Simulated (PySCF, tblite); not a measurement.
# CH5NOSi, a cluster model of a defect: NMR shifts, core binding energies and electronic excitations

Aim: the NMR shifts, core binding energies and electronic excitations of `N[C]O[SiH3]`. It is drawn as: twofold C.

Computed with tblite 0.8.0 and PySCF 2.14.0; each step states its level. No surroundings beyond the atoms listed, unless a continuum is named. Atoms count from 0, parts from 1.

## (1) The system as given

9 atoms, charge 0, multiplicity 1; geometry: distance geometry start.

## (2) Geometry optimisation with GFN2-xTB

What the job is given:

```
{"job": {"kind": "relax", "xc": "GFN2-xTB", "basis": "xTB"}, "charge": 0, "multiplicity": 1}
C      2.596420     1.076675    -0.840337
O      2.154566     0.179357     0.094923
Si     0.583054     0.226609     0.924870
N      3.106729     1.814781    -1.981611
H     -0.374297     0.755036     0.062712
H      0.680407     1.075476     2.083522
H      0.190749    -1.065470     1.315937
H      3.842272     2.505892    -1.761657
H      2.416048     2.113857    -2.667299
```

Level: GFN2-xTB geometry optimisation, gas phase.

Launch:

```console
$ OMP_NUM_THREADS=1 python cluster_run.py task.json out
```

The driver reads the jobs from task.json and runs them one after another.

The log of the run:

```text
step      E/eV     max force
  0    -360.44117    5.552
  1    -361.15497    2.714
  2    -361.71111    8.409
  3    -362.46142    4.628
  4    -363.04586    3.397
  5    -363.31080    1.596
  6    -363.43014    1.393
  7    -363.66247    1.771
  8    -363.80360    1.454
  9    -364.01740    1.283
 10    -364.11021    0.933
 11    -364.13895    0.323
 12    -364.14531    0.252
 13    -364.15046    0.229
 14    -364.15633    0.306
 15    -364.16337    0.326
 16    -364.16798    0.247
 17    -364.17031    0.151
 18    -364.17201    0.136
 19    -364.17397    0.201
 20    -364.17581    0.170
 21    -364.17688    0.095
 22    -364.17735    0.075
 23    -364.17772    0.065
 24    -364.17830    0.107
 25    -364.17896    0.147
 26    -364.17954    0.127
 27    -364.17996    0.063
 28    -364.18034    0.074
 29    -364.18086    0.094
 30    -364.18181    0.185
 31    -364.18344    0.257
 32    -364.18557    0.252
 33    -364.18778    0.160
 34    -364.18998    0.134
 35    -364.19155    0.141
 36    -364.19334    0.181
 37    -364.19570    0.189
 38    -364.19806    0.124
 39    -364.19964    0.087
 40    -364.20099    0.113
 41    -364.19584    0.380
 42    -364.20495    0.223
 43    -364.20980    0.214
 44    -364.19989    0.219
 45    -364.20993    0.206
 46    -364.21956    0.377
 47    -364.22298    0.836
 48    -364.26600    0.479
 49    -364.31874    0.586
 50    -364.34097    0.562
 51    -364.34853    0.483
 52    -364.35464    0.369
 53    -364.36370    0.393
 54    -364.37407    0.612
 55    -364.38374    0.375
 56    -364.39047    0.308
 57    -364.39492    0.279
 58    -364.39733    0.178
 59    -364.39890    0.147
 60    -364.40066    0.164
 61    -364.40342    0.191
 62    -364.40623    0.165
 63    -364.40796    0.101
 64    -364.40877    0.068
 65    -364.40922    0.053
 66    -364.40943    0.034
 67    -364.40950    0.023
 68    -364.40953    0.014
 69    -364.40955    0.013
 70    -364.40957    0.012
 71    -364.40959    0.016
 72    -364.40963    0.025
 73    -364.40967    0.027
 74    -364.40971    0.028
 75    -364.40975    0.029
 76    -364.40980    0.023
 77    -364.40984    0.017
 78    -364.40986    0.014
 79    -364.40987    0.010
 80    -364.40989    0.009
 81    -364.40990    0.011
 82    -364.40991    0.010
 83    -364.40992    0.009
 84    -364.40993    0.011
 85    -364.40994    0.014
 86    -364.40996    0.013
 87    -364.40996    0.007
```

It took 0.89 s on 1 thread of Arm Neoverse V2, shared host.

Along the way:

```tsv
step	energy from step 0 (eV)	largest force (eV/Å)
0	0.0000	5.5529
3	-2.0202	4.6279
6	-2.9890	1.3929
9	-3.5762	1.2829
12	-3.7041	0.2523
15	-3.7222	0.3261
18	-3.7308	0.1352
21	-3.7357	0.0954
24	-3.7371	0.1067
27	-3.7388	0.0629
30	-3.7406	0.1840
33	-3.7466	0.1601
36	-3.7522	0.1811
39	-3.7585	0.0867
42	-3.7638	0.2232
45	-3.7688	0.2065
48	-3.8248	0.4787
51	-3.9074	0.4826
54	-3.9329	0.6119
57	-3.9538	0.2790
60	-3.9595	0.1638
63	-3.9668	0.1008
66	-3.9683	0.0333
69	-3.9684	0.0124
72	-3.9685	0.0247
75	-3.9686	0.0291
78	-3.9687	0.0137
81	-3.9687	0.0118
84	-3.9688	0.0108
87	-3.9688	0.0077
```

Distances of close pairs at the start and the end, largest changes first:

```tsv
bond	before (Å)	after (Å)	change (Å)
O1–Si2	1.778	1.638	-0.140
C0–N3	1.452	1.317	-0.134
Si2–H4	1.393	1.466	+0.073
Si2–H6	1.406	1.466	+0.061
C0–O1	1.369	1.317	-0.052
N3–H7	1.033	1.006	-0.027
Si2–H5	1.440	1.452	+0.013
N3–H8	1.018	1.024	+0.006
```

## (3) Relaxing the molecule at PBE0-D3(BJ)/def2-SVP

What the job is given:

```
{"job": {"xc": "PBE0", "basis": "def2-SVP", "d3": "d3bj", "grid": 2, "kind": "geom", "shake": 0.01}, "charge": 0, "multiplicity": 1}
C      1.389877     0.758668     0.032682
O      0.467563     0.344304     0.887465
Si    -0.973146    -0.457997     0.915581
N      1.129806     0.511031    -1.234012
H     -1.979687     0.305139     0.198956
H     -1.182610    -0.523511     2.354750
H     -0.811440    -1.775649     0.295397
H      1.747633     0.811014    -1.956859
H      0.256252     0.003854    -1.502510
```

The log of the run:

```text
step   0  E = -460.00177365  max force = 0.036422
step   1  E = -460.00754908  max force = 0.009532
step   2  E = -460.00770722  max force = 0.003106
step   3  E = -460.00778608  max force = 0.002167
step   4  E = -460.00780858  max force = 0.000880
step   5  E = -460.00781396  max force = 0.000377
optimisation converged
```

Wall time 15 s (1 thread of Arm Neoverse V2, shared host); peak memory 0.44 GiB.

Relaxation path:

```tsv
step	energy from step 0 (eV)	largest force component (eV/Å)
0	0.0000	1.8729
1	-0.1572	0.4902
2	-0.1615	0.1597
3	-0.1636	0.1114
4	-0.1642	0.0453
5	-0.1644	0.0194
```

Close pairs (by a distance rule), those that changed most:

```tsv
bond	before (Å)	after (Å)	change (Å)
O1–Si2	1.649	1.696	+0.047
Si2–H4	1.452	1.495	+0.042
Si2–H6	1.465	1.495	+0.030
Si2–H5	1.456	1.484	+0.028
N3–H8	1.045	1.027	-0.019
N3–H7	0.997	1.012	+0.015
C0–O1	1.324	1.333	+0.009
C0–N3	1.317	1.326	+0.009
```

The final coordinates are the input of the step that follows.

```tsv
at the end point	value
rotational constants (GHz, main isotopes)	16.565, 3.751, 3.173
dipole moment (D)	3.70
```

## (4) Nuclear shieldings: PBE0/pcSseg-2

What the job is given:

```
{"job": {"kind": "nmr", "xc": "PBE0", "basis": "pcSseg-2"}, "charge": 0, "multiplicity": 1}
C      1.409875     0.777821     0.013945
O      0.528598     0.365948     0.925653
Si    -0.949938    -0.465502     0.936226
N      1.042902     0.467401    -1.221517
H     -1.999520     0.305309     0.202527
H     -1.311645    -0.604218     2.368270
H     -0.813409    -1.811630     0.299490
H      1.650713     0.741335    -1.982970
H      0.186558    -0.034447    -1.483576
```

Level: GIAO PBE0/pcSseg-2 NMR shielding, non-relativistic, gas phase.

The log of the run:

```text
coarse grid: 7960 points
cycle   1  E = -460.2335706954  dE =  3.661e-01  |g| = 6.470e-01  |ddm| = 2.121e+00
cycle   2  E = -460.0711894415  dE =  1.624e-01  |g| = 1.119e+00  |ddm| = 1.144e+00
cycle   3  E = -460.3079836995  dE = -2.368e-01  |g| = 1.257e-01  |ddm| = 7.894e-01
cycle   4  E = -460.3103926029  dE = -2.409e-03  |g| = 5.610e-02  |ddm| = 8.762e-02
cycle   5  E = -460.3110082364  dE = -6.156e-04  |g| = 1.220e-02  |ddm| = 3.438e-02
cycle   6  E = -460.3110361155  dE = -2.788e-05  |g| = 3.661e-03  |ddm| = 1.009e-02
cycle   7  E = -460.3110392583  dE = -3.143e-06  |g| = 8.637e-04  |ddm| = 4.159e-03
final grid: 72200 points
cycle   8  E = -460.3127255876  dE = -3.901e-05  |g| = 8.010e-03  |ddm| = 1.832e-02
cycle   9  E = -460.3127068436  dE =  1.874e-05  |g| = 1.281e-02  |ddm| = 1.037e-02
cycle  10  E = -460.3127374139  dE = -3.057e-05  |g| = 1.351e-03  |ddm| = 6.424e-03
cycle  11  E = -460.3127378186  dE = -4.047e-07  |g| = 2.255e-04  |ddm| = 1.296e-03
cycle  12  E = -460.3127378300  dE = -1.138e-08  |g| = 6.409e-05  |ddm| = 2.404e-04
cycle  13  E = -460.3127378308  dE = -7.467e-10  |g| = 2.558e-05  |ddm| = 5.904e-05
converged SCF energy = -460.3127378308

GIAO shielding tensors (ppm)
atom      isotropic    diamagn.    paramagn.     s11        s22        s33       span
  0 C     -118.103     244.734    -362.837   -428.160    -27.462    101.313    529.473
  1 O      117.008     392.115    -275.107      1.477     77.818    271.729    270.252
  2 Si     400.615     878.196    -477.580    351.552    393.446    456.847    105.295
  3 N      100.572     321.270    -220.698    -39.372    145.669    195.418    234.789
  4 H       26.015      29.685      -3.670     23.069     24.708     30.267      7.199
  5 H       26.373      28.505      -2.133     23.788     25.083     30.246      6.458
  6 H       25.972      29.758      -3.786     22.959     24.785     30.171      7.212
  7 H       24.647      30.014      -5.367     21.797     23.626     28.517      6.720
  8 H       24.549      33.757      -9.208     19.632     22.822     31.192     11.560
```

Run time: 15 s. Hardware: 1 thread of Arm Neoverse V2, shared host; peak memory 0.81 GiB.

The references, computed at this level on geometries of the same kind, shield at (ppm): 1H TMS 31.25, 13C TMS 184.1, 29Si TMS 341.3, 15N NH3 261.7, 17O H2O 328.2. Their shielding less the atom's gives the shift. The references are single molecules in the gas phase, so shifts against H2O, NH3, PH3, H3PO4 or CFCl3 are not on the usual liquid scales and can be off by tens of ppm.

```tsv
atoms	environment	σ (ppm)	δ (ppm)
C0	carbon bonded to N, O	-118.1	302.2
H8	hydrogen on a nitrogen bonded to C	24.55	6.70
H7	hydrogen on a nitrogen bonded to C	24.65	6.60
H6	hydrogen on a silicon bonded to O	25.97	5.27
H4	hydrogen on a silicon bonded to O	26.01	5.23
H5	hydrogen on a silicon bonded to O	26.37	4.87
O1	oxygen bonded to C, Si	117.0	211.1
Si2	silicon bonded to O, 3 H	400.6	-59.3
N3	nitrogen bonded to C, 2 H	100.6	161.1
```

The run also stored atomic charges by several schemes (e):

```tsv
atoms	Mulliken	IAO	Hirshfeld	ESP fit
C0	0.10	0.04	-0.07	-0.61
O1	-0.50	-0.54	-0.21	-0.01
Si2	0.69	0.78	0.39	0.54
N3	-0.23	-0.44	-0.17	0.14
```

Mayer bond orders: C0–O1 1.12, O1–Si2 0.82, C0–N3 1.32.

## (5) X-ray photoelectron lines: SCAN, X2C

Settings changed since step 4:

```diff
@@ -1,2 +1,2 @@
-{"job": {"kind": "nmr", "xc": "PBE0", "basis": "pcSseg-2"}, "charge": 0, "multiplicity": 1}
+{"job": {"kind": "xps", "holes": 5}, "charge": 0, "multiplicity": 1}
 C      1.409875     0.777821     0.013945
```

Method: delta-SCF UKS SCAN, pcX-2 on the ionised atom, pcseg-1 elsewhere, spin-free X2C.

The log of the run:

```text
ground state, core basis on atom 0 (C), 116 functions
  cycle   1  E = -461.00459597  |g| = 6.16e-01
  cycle   2  E = -460.72970068  |g| = 1.30e+00
  cycle   3  E = -461.07568492  |g| = 1.77e-01
  cycle   4  E = -461.08113817  |g| = 8.06e-02
  cycle   5  E = -461.08259799  |g| = 1.66e-02
  cycle   6  E = -461.08264730  |g| = 8.03e-03
  cycle   7  E = -461.08266606  |g| = 1.34e-03
  cycle   8  E = -461.08266507  |g| = 2.60e-04
  E(ground) = -461.12304002 Eh
hole in C 1s of atom 0
  cycle   1  E = -449.77423959  |g| = 1.48e+00
  cycle   2  E = -447.03396171  |g| = 2.53e+00
  cycle   3  E = -450.13633792  |g| = 5.42e-01
  cycle   4  E = -450.26587684  |g| = 3.39e-01
  cycle   5  E = -450.27178862  |g| = 3.39e-01
  cycle   6  E = -450.32181576  |g| = 9.52e-02
  cycle   7  E = -450.32521082  |g| = 3.30e-02
  cycle   8  E = -450.32571976  |g| = 8.03e-03
  cycle   9  E = -450.32582016  |g| = 4.69e-03
  cycle  10  E = -450.32588638  |g| = 2.13e-03
  cycle  11  E = -450.32590374  |g| = 1.62e-03
  cycle  12  E = -450.32590637  |g| = 3.20e-04
  E(ion) = -450.36519651 Eh   <S^2> = 0.8156   hole on atom = 1.000   binding energy = 292.736 eV
ground state, core basis on atom 1 (O), 116 functions
  cycle   1  E = -461.11202028  |g| = 1.06e-01
  cycle   2  E = -461.10979857  |g| = 1.22e-01
  cycle   3  E = -461.11187457  |g| = 6.28e-02
  cycle   4  E = -461.11260838  |g| = 7.24e-03
  cycle   5  E = -461.11261838  |g| = 1.88e-03
  cycle   6  E = -461.11261939  |g| = 3.85e-04
  E(ground) = -461.14998667 Eh
hole in O 1s of atom 1
  cycle   1  E = -440.48171234  |g| = 2.23e+00
  cycle   2  E = -439.73147611  |g| = 2.36e+00
  cycle   3  E = -441.15573429  |g| = 6.15e-01
  cycle   4  E = -441.16294162  |g| = 5.51e-01
  cycle   5  E = -441.30761626  |g| = 8.91e-02
  cycle   6  E = -441.31084084  |g| = 2.58e-02
  cycle   7  E = -441.31116699  |g| = 5.81e-03
  cycle   8  E = -441.31118361  |g| = 1.40e-03
  cycle   9  E = -441.31118524  |g| = 3.66e-04
  E(ion) = -441.34903885 Eh   <S^2> = 0.7634   hole on atom = 1.000   binding energy = 538.811 eV
ground state, core basis on atom 2 (Si), 127 functions
  cycle   1  E = -461.17664447  |g| = 3.05e-01
  cycle   2  E = -461.17106202  |g| = 2.03e-01
  cycle   3  E = -461.16977772  |g| = 2.12e-01
  cycle   4  E = -461.17842848  |g| = 2.63e-02
  cycle   5  E = -461.17856760  |g| = 7.40e-03
  cycle   6  E = -461.17857849  |g| = 1.21e-03
  cycle   7  E = -461.17857870  |g| = 5.31e-04
  cycle   8  E = -461.17857881  |g| = 1.33e-04
  E(ground) = -461.17683504 Eh
hole in Si 2p of atom 2
  cycle   1  E = -456.87768437  |g| = 1.23e+00
  cycle   2  E = -455.78891013  |g| = 1.56e+00
  cycle   3  E = -456.82745940  |g| = 8.13e-01
  cycle   4  E = -457.17979698  |g| = 1.71e-01
  cycle   5  E = -457.18553736  |g| = 1.81e-01
  cycle   6  E = -457.19788813  |g| = 4.21e-02
  cycle   7  E = -457.19856848  |g| = 2.28e-02
  cycle   8  E = -457.19880823  |g| = 3.95e-03
  cycle   9  E = -457.19881548  |g| = 6.31e-04
  cycle  10  E = -457.19881588  |g| = 2.90e-04
  E(ion) = -457.20827386 Eh   <S^2> = 0.7549   hole on atom = 1.003   binding energy = 107.990 eV
  2p3/2 = 107.740 eV   2p1/2 = 108.365 eV
ground state, core basis on atom 3 (N), 116 functions
  cycle   1  E = -461.09181367  |g| = 7.63e-02
  cycle   2  E = -461.09180663  |g| = 2.79e-02
  cycle   3  E = -461.09177524  |g| = 3.22e-02
  cycle   4  E = -461.09199521  |g| = 7.17e-03
  cycle   5  E = -461.09200874  |g| = 2.03e-03
  cycle   6  E = -461.09200802  |g| = 3.37e-04
  E(ground) = -461.13038151 Eh
hole in N 1s of atom 3
  cycle   1  E = -445.46399260  |g| = 1.86e+00
  cycle   2  E = -444.54699272  |g| = 2.22e+00
  cycle   3  E = -446.00095195  |g| = 6.18e-01
  cycle   4  E = -446.00546809  |g| = 6.19e-01
  cycle   5  E = -446.15432483  |g| = 6.42e-02
  cycle   6  E = -446.15582785  |g| = 1.71e-02
  cycle   7  E = -446.15597190  |g| = 7.76e-03
  cycle   8  E = -446.15600712  |g| = 1.64e-03
  cycle   9  E = -446.15600915  |g| = 6.51e-04
  cycle  10  E = -446.15601095  |g| = 2.27e-04
  E(ion) = -446.19279225 Eh   <S^2> = 0.7651   hole on atom = 1.000   binding energy = 406.473 eV
```

It took 17 s on 1 thread of Arm Neoverse V2, shared host; peak memory 0.46 GiB.

Binding energies by hole, beside the orbital energy of the ground state; the difference holds orbital relaxation and, for a density functional, its self-interaction error:

```tsv
hole	stands for	environment	ΔSCF (eV; 2p as the shell's mean)	−ε (eV)	⟨S²⟩
C1s on C0	C0	carbon bonded to N, O	292.74	275.3	0.816
O1s on O1	O1	oxygen bonded to C, Si	538.81	517.4	0.763
Si2p on Si2	Si2	silicon bonded to O, 3 H	107.95	97.1	0.755
N1s on N3	N3	nitrogen bonded to C, 2 H	406.47	387.1	0.765
```

With the spin-orbit splitting: Si2 2p3/2 107.74, 2p1/2 108.37 eV. The table gives each 2p level as the mean over the whole 2p shell (two parts 2p3/2, one part 2p1/2), which differs a little from the single hole in the log.

## (6) TDDFT and polarisability: CAM-B3LYP/def2-SVPD

Settings changed since step 5:

```diff
@@ -1,2 +1,2 @@
-{"job": {"kind": "xps", "holes": 5}, "charge": 0, "multiplicity": 1}
+{"job": {"kind": "uv", "xc": "CAM-B3LYP", "basis": "def2-SVPD", "nstates": 6, "ntriplets": 2, "ip": true}, "charge": 0, "multiplicity": 1}
 C      1.409875     0.777821     0.013945
```

With the program's defaults for keys left out, this is: TDDFT CAM-B3LYP/def2-SVPD, vertical, gas phase, core orbitals frozen in the response.

The log of the run:

```text
coarse grid: 7960 points
cycle   1  E = -460.1277303786  dE =  3.501e-01  |g| = 6.102e-01  |ddm| = 3.558e+00
cycle   2  E = -460.0672521043  dE =  6.048e-02  |g| = 8.600e-01  |ddm| = 1.595e+00
cycle   3  E = -460.2037878240  dE = -1.365e-01  |g| = 7.571e-02  |ddm| = 8.181e-01
cycle   4  E = -460.2048049352  dE = -1.017e-03  |g| = 3.400e-02  |ddm| = 1.172e-01
cycle   5  E = -460.2050476369  dE = -2.427e-04  |g| = 8.656e-03  |ddm| = 5.488e-02
cycle   6  E = -460.2050661334  dE = -1.850e-05  |g| = 2.060e-03  |ddm| = 1.830e-02
cycle   7  E = -460.2050674955  dE = -1.362e-06  |g| = 6.976e-04  |ddm| = 5.391e-03
final grid: 72200 points
cycle   8  E = -460.2719329106  dE = -1.226e-05  |g| = 2.711e-03  |ddm| = 1.926e-02
cycle   9  E = -460.2719325618  dE =  3.488e-07  |g| = 3.173e-03  |ddm| = 6.692e-03
cycle  10  E = -460.2719345620  dE = -2.000e-06  |g| = 3.411e-04  |ddm| = 2.764e-03
cycle  11  E = -460.2719345846  dE = -2.266e-08  |g| = 1.715e-04  |ddm| = 6.373e-04
cycle  12  E = -460.2719345907  dE = -6.098e-09  |g| = 4.193e-05  |ddm| = 2.238e-04
cycle  13  E = -460.2719345911  dE = -3.845e-10  |g| = 9.072e-06  |ddm| = 6.654e-05
converged SCF energy = -460.2719345911

Static polarisability (au): isotropic 54.794, principal 44.565 53.590 66.226

Singlet excitations
state   eV       nm        f      main configurations
  1   4.5753    271.0   0.01357   H->L+2 0.95
  2   5.6813    218.2   0.03680   H->L 0.95
  3   5.9870    207.1   0.05976   H->L+1 0.70, H->L+3 0.26
  4   6.4404    192.5   0.08578   H->L+3 0.64, H->L+1 0.21, H->L+4 0.11
  5   6.7426    183.9   0.02892   H->L+4 0.82
  6   7.0743    175.3   0.00604   H->L+5 0.94

Triplet excitations (Tamm-Dancoff, eV): 2.8447 5.2566
Vertical ionisation energy (delta-SCF) = 8.5137 eV
```

Wall time 14 s (1 thread of Arm Neoverse V2, shared host); peak memory 0.57 GiB.

Frontier orbitals and where they lie:

```tsv
orbital	eV	atoms
HOMO−3	-11.55	Si2 31 %, H4 20 %, H6 18 %
HOMO−2	-11.17	Si2 28 %, O1 26 %, H5 22 %
HOMO−1	-10.32	N3 39 %, O1 32 %, C0 8 %
HOMO	-7.53	C0 60 %, O1 20 %, N3 12 %
LUMO	0.90	Si2 36 %, H8 14 %, N3 10 %
LUMO+1	0.97	Si2 46 %, H6 14 %, H4 13 %
LUMO+2	1.31	C0 45 %, N3 20 %, O1 16 %
```

With each of the 6 states as a Gaussian band of 0.4 eV half-width at 1/e, the curve within the window shown has maxima at 271 nm (ε 550), 194 nm (ε 4,900) L/(mol cm). Beyond the last state computed it falls off for lack of states. The curve at chosen wavelengths:

```
 nm  ε (L/mol/cm)
168           251
174           916
179          1998
185          3663
191          4766
197          4856
202          4576
208          4164
214          3534
219          2792
225          1825
231          1023
237           519
242           317
248           266
254           337
260           446
265           518
271           550
277           515
282           448
288           346
294           244
300           160
305           107
311            62
```

Ground-state properties from the same run:

```tsv
property	computed
dipole moment (D)	3.81
polarisability (Å³)	8.12
HOMO–LUMO gap (eV)	8.43
−ε(HOMO) (eV)	7.53
```

## (7) Summary of results

| quantity | value |
| --- | --- |
| rotational constants (main isotopes) | 16.56, 3.75, 3.17 GHz |
| 13C shifts against TMS (PBE0/pcSseg-2) | 302.2 ppm |
| 1H shifts against TMS (PBE0/pcSseg-2) | 6.70, 6.60, 5.27, 5.23, 4.87 ppm |
| 17O shifts against H2O (PBE0/pcSseg-2) | 211.1 ppm |
| 29Si shifts against TMS (PBE0/pcSseg-2) | -59.3 ppm |
| 15N shifts against NH3 (PBE0/pcSseg-2) | 161.1 ppm |
| C1s binding energies, SCAN/pcX-2 | C0 292.74 eV |
| O1s binding energies, SCAN/pcX-2 | O1 538.81 eV |
| Si2p binding energies, SCAN/pcX-2 | Si2 107.95 eV |
| N1s binding energies, SCAN/pcX-2 | N3 406.47 eV |
| lowest singlet (CAM-B3LYP/def2-SVPD) | 4.58 eV (271 nm), f = 0.014 |
| brightest single state of those computed | state 4, 6.44 eV, f = 0.086 |
| lowest triplet | 2.84 eV |
| vertical ionisation energy (ΔSCF) | 8.51 eV |

**Reading.** Over 5 steps the energy fell by 0.164 eV; of the close pairs, O1–Si2 changed most, 1.649 to 1.696 Å (PBE0/def2-SVP). At PBE0/pcSseg-2: Shielding is most anisotropic at C0 (span 529 ppm, paramagnetic term -363 ppm). The first singlet state (HOMO→LUMO+2 0.95) lies at 4.58 eV and is weak; of the 6 states computed, the strongest absorption comes from state 4 at 6.44 eV. The lowest triplet lies 1.73 eV below the lowest singlet (triplets in Tamm-Dancoff, singlets in full TDDFT). The orbital energy would give 7.53 eV for ionisation, ΔSCF gives 8.51 eV.
